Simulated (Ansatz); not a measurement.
# C2H6Cl2Si: the cost of one run

Program: Ansatz 0.2.0. Level of theory: the levels named in each step. These are calculated values, not measurements.

### Step 1. The system as given

Bond lengths: C1–Si2 1.901 Å, Si2–C3 1.901 Å, Si2–Cl4 2.033 Å, Si2–Cl5 2.033 Å, C1–H6 1.086 Å, C1–H7 1.087 Å, C1–H8 1.091 Å, C3–H9 1.087 Å, C3–H10 1.081 Å, C3–H11 1.086 Å. Angles (14 of 18 angles, heavy atoms first): C1–Si2–C3 112.1°, C1–Si2–Cl4 109.1°, C1–Si2–Cl5 109.0°, C3–Si2–Cl4 109.0°, C3–Si2–Cl5 109.1°, Cl4–Si2–Cl5 108.5°, Si2–C1–H6 111.2°, Si2–C1–H7 111.4°, Si2–C1–H8 110.9°, Si2–C3–H9 111.3°, Si2–C3–H10 111.6°, Si2–C3–H11 111.2°, H6–C1–H7 107.5°, H6–C1–H8 107.4°.

Structure file:

```xyz
11

C     1.3970   -1.6175   -0.1980
Si   -0.0273   -0.3873    0.0710
C    -1.5972   -1.2399    0.7204
Cl    0.5599    1.0258    1.4090
Cl   -0.4509    0.5295   -1.6934
H     1.1259   -2.3815   -0.9204
H     2.2869   -1.1173   -0.5712
H     1.6533   -2.1252    0.7326
H    -2.4019   -0.5251    0.8714
H    -1.9627   -1.9833    0.0255
H    -1.4139   -1.7297    1.6720
```

### Step 2. A rough first relaxation, PBE-D4/def2-SVP

input.yaml

```yaml
crystal:
  periodic: [false, false, false]
  atoms:
    - { symbol: C, position_ang: [1.39705, -1.61753, -0.19803] }
    - { symbol: Si, position_ang: [-0.0273, -0.38733, 0.07098] }
    - { symbol: C, position_ang: [-1.59723, -1.23986, 0.72039] }
    - { symbol: Cl, position_ang: [0.55987, 1.02585, 1.40904] }
    - { symbol: Cl, position_ang: [-0.45091, 0.52951, -1.69337] }
    - { symbol: H, position_ang: [1.12587, -2.38154, -0.92041] }
    - { symbol: H, position_ang: [2.28689, -1.1173, -0.57115] }
    - { symbol: H, position_ang: [1.65332, -2.12516, 0.73257] }
    - { symbol: H, position_ang: [-2.40195, -0.5251, 0.8714] }
    - { symbol: H, position_ang: [-1.96272, -1.98331, 0.02555] }
    - { symbol: H, position_ang: [-1.41388, -1.72969, 1.67199] }
basis:
  gaussian: { orbitals: def2-SVP }
hamiltonian:
  xc: pbe
  dispersion: d4
relax:
  f_tol: 0.03
  max_steps: 200
```

Started as:

```
$ ansatz run input.yaml --threads 4 --pin off --max-ram 10240MiB --backend cpu --events-out ev --progress --plain --runs-dir out
```

What time and memory should one allow on 4 threads of Intel Xeon at 2.70GHz, shared host?

About 7 s, with a peak of 0.17 GiB.
